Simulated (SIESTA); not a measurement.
Ti3B4Mo, 8 atoms in the cell. Symmetry: Pm, No. 6, monoclinic system. The conventional cell has a = 4.541 Å, b = 3.050 Å, c = 6.028 Å, α = 90.00°, β = 90.39°, γ = 90.00°. Mo (site symmetry m) is surrounded by 7 B at 2.32 to 2.54 Å. Around Ti (site symmetry m) lie 7 B at 2.33 to 2.50 Å. Ti (site symmetry m) has 7 B at 2.32 to 2.52 Å as nearest neighbours. Ti (site symmetry m) has 7 B at 2.33 to 2.53 Å as nearest neighbours. B (site symmetry m) is surrounded by 2 B at 1.82 Å. B (site symmetry m) is surrounded by 2 B at 1.82 Å. B (site symmetry m) is surrounded by 2 B at 1.82 Å. Around B (site symmetry m) lie 2 B at 1.82 Å. The cell comes from a database or a generator and needn't be the stable form of this composition.

| Quantity | Value |
| --- | --- |
| Program | SIESTA 5.4.2 |
| Task | band structure |
| Functional | PBEsol |
| Potentials or basis | PseudoDojo 0.4 standard (PBEsol files) |
| Basis | DZP (energy shift 0.003 Ry; two zetas on semicore shells) |
| Grid cutoff | 800 Ry |
| Energy shift | 0.003 Ry |
| k mesh | 6 × 9 × 5 |
| Occupations | fermi-dirac, width 0.05 eV |
| Spin | no spin polarisation |

Potentials or basis: PseudoDojo 0.4 standard (PBEsol files), DZP (energy shift 0.003 Ry; two zetas on semicore shells).

Run with:

```bash
$ siesta < Ti3B4Mo.fdf > Ti3B4Mo.out 2>&1
```

Hardware: 1 thread of Intel(R) Xeon(R) 6975P-C (Granite Rapids), with other jobs on the host.

Q: Estimate the wall time of this run.

A: It took 6.6 min on 1 thread of Intel(R) Xeon(R) 6975P-C (Granite Rapids) (shared host), peak memory 0.94 GiB. Counts: scf iterations 14, k points 138, bands 144.
